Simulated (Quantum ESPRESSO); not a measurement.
**Cs2AgBiBr6 under changes of volume**

One of the cells (35.427 Å³/atom); the others are scaled copies at fixed shape and fractional positions:

```
Bi Cs Ag Br
1.0
     0.00000    5.61610    5.61610
     5.61610    0.00000    5.61610
     5.61610    5.61610    0.00000
Bi Cs Ag Br
1 2 1 6
Direct
  0.00000 0.00000 0.00000
  0.75000 0.75000 0.75000
  0.25000 0.25000 0.25000
  0.50000 0.50000 0.50000
  0.74945 0.74945 0.25055
  0.25055 0.25055 0.74945
  0.74945 0.25055 0.25055
  0.74945 0.25055 0.74945
  0.25055 0.74945 0.74945
  0.25055 0.74945 0.25055
```

- Program: Quantum ESPRESSO 7.5
- Functional: LDA
- Potentials or basis: PseudoDojo 0.4.1 SR LDA standard
- Cutoff: 1170 eV
- Density cutoff: 4680 eV
- k mesh: 3 × 3 × 3
- Occupations: fermi-dirac, width 0.05 eV
- Spin: no spin polarisation

```csv
volume (Å³/atom),energy over the lowest point (meV/atom),pressure (GPa),gap on the mesh (eV)
33.301,0.26,0.4,1.74
34.010,0.00,-0.3,1.75
34.718,?,?,?
35.427,7.84,-1.4,1.76
36.136,15.30,-1.9,1.76
36.844,24.74,-2.3,1.77
37.553,35.93,-2.7,1.77
```

Question: What does the run at 34.718 Å³/atom give?

Answer: Energy over the lowest point 2.64 meV/atom; pressure -0.9 GPa; gap on the mesh 1.76 eV.

Worked out: A Birch-Murnaghan fit of order 3 (a polynomial in V^(-2/3)) to the other rows has its minimum at 33.71 Å³/atom with B0 = V·E''(V) = 33 GPa and B' = 5.0 at fixed shape and positions, which overstates the stiffness. It gives 2.64 meV/atom at 34.718 Å³/atom, against the run's 2.64, and -dE/dV = -0.9 GPa, against -0.9. A straight line through the other rows of the gap, of slope 0.245 eV per unit of ln V, gives 1.75 eV, against the run's 1.76.

Energies are extrapolated to zero smearing.

Caveats: spin-orbit coupling is left out, which as a rule narrows the gap of such compounds by several tenths of an eV; an odd mesh through Γ misses points on the zone boundary, where band edges often lie.
